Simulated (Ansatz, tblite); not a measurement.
# The cluster Si₃Au₂−: a ladder of methods and basis sets

One table from this session's results is given with a row withheld; the runs are named, their logs left out.

The runs use Ansatz 0.2.0, Gaussian basis; as each input shows.

Levels to be run: GFN1-xTB, GFN2-xTB, PBE-D4/def2-TZVPD, r2SCAN-D4/def2-TZVPD, B3LYP-D4/def2-TZVPD, HSE06-D4/def2-TZVPD, r2SCANh-D4/def2-TZVPD, CCSD(T)/def2-SVPD, MP2/def2-TZVPD.

3 further runs of the same task are left out: 3 set aside as unsound or not needed. Runs told in other sessions of the task aren't counted.

### The structure

The geometry is that of the doublet, from an earlier relaxation (r2SCAN-D4/def2-SVPD). At that level it is the lowest of the isomers that a small search found.

5 atoms, charge -1, spin multiplicity 2.

Bond lengths: Au1–Si3 2.406 Å, Au1–Si5 2.402 Å, Au2–Si4 2.561 Å, Au2–Si5 2.435 Å, Si3–Si4 2.323 Å, Si4–Si5 2.379 Å. Angles: Si3–Au1–Si5 79.9°, Si4–Au2–Si5 56.8°, Au1–Si3–Si4 99.8°, Au2–Si4–Si3 102.7°, Au2–Si4–Si5 58.9°, Si3–Si4–Si5 82.0°, Au1–Si5–Au2 110.3°, Au1–Si5–Si4 98.3°, Au2–Si5–Si4 64.3°.

Au takes a core potential in the def2 sets. No spin-orbit coupling is included. The ion is computed in the gas phase, without counter-ions or solvent.

PBE0-D4/def2-TZVPD was run before; its log isn't repeated, and its numbers join the tables.

The first run:

Tight binding, by tblite at 300 K electronic temperature and without a spin-polarisation term:

```python
tblite.interface.Calculator('GFN1-xTB', numbers, positions, charge=-1, uhf=1).singlepoint()
```

Tight binding, by tblite at 300 K electronic temperature and without a spin-polarisation term:

```python
tblite.interface.Calculator('GFN2-xTB', numbers, positions, charge=-1, uhf=1).singlepoint()
```

start.molden holds the orbitals of an earlier run on this state, given as this run's starting guess.

in.yaml

```yaml
crystal:
  periodic: [false, false, false]
  atoms:
    - {symbol: Au, position_ang: [-1.299469, -0.967220, -1.390683]}
    - {symbol: Au, position_ang: [-0.326491, 1.847275, 1.234869]}
    - {symbol: Si, position_ang: [1.044090, -0.434930, -1.501868]}
    - {symbol: Si, position_ang: [1.441343, 0.063103, 0.732334]}
    - {symbol: Si, position_ang: [-0.859483, -0.508237, 0.925348]}
basis:
  gaussian: {orbitals: def2-TZVPD, initial_orbitals: start.molden}
total_charge: -1
magnetization: {spin_polarized: true, initial_magnetization: 1}
hamiltonian: {xc: pbe, dispersion: d4}
scf: {omitted_lower_state_checks: [starts]}
output: {forces: true, orbitals: {seedname: orbitals}}
```

Launch:

```sh
> ansatz run in.yaml --threads 4 --pin off --events-out ev --progress --plain --max-ram 4787MiB
```

Among the steps run: PBE-D4/def2-TZVPD; r2SCAN-D4/def2-TZVPD; B3LYP-D4/def2-TZVPD; HSE06-D4/def2-TZVPD; r2SCANh-D4/def2-TZVPD; CCSD(T)/def2-SVPD; MP2/def2-TZVPD.

One of the session's tables, all rows but one given; the rest of the session is left out.

It belongs to the step «Levels side by side». 

```
                level  HOMO (eV)  LUMO (eV)  gap (eV)
    PBE-D4/def2-TZVPD      -0.34       0.34      0.68
 r2SCAN-D4/def2-TZVPD      -0.59       0.58      1.17
r2SCANh-D4/def2-TZVPD      -0.83       0.86      1.69
  B3LYP-D4/def2-TZVPD          ?          ?         ?
   PBE0-D4/def2-TZVPD      -0.95       1.14      2.09
  HSE06-D4/def2-TZVPD      -0.60       0.77      1.37
```

Q: Estimate the row for B3LYP-D4/def2-TZVPD from the others.

As computed: HOMO (eV): -0.75; LUMO (eV): 0.87; gap (eV): 1.62. In the column «HOMO (eV)» it lies between r2SCANh-D4/def2-TZVPD (-0.83) and HSE06-D4/def2-TZVPD (-0.60).
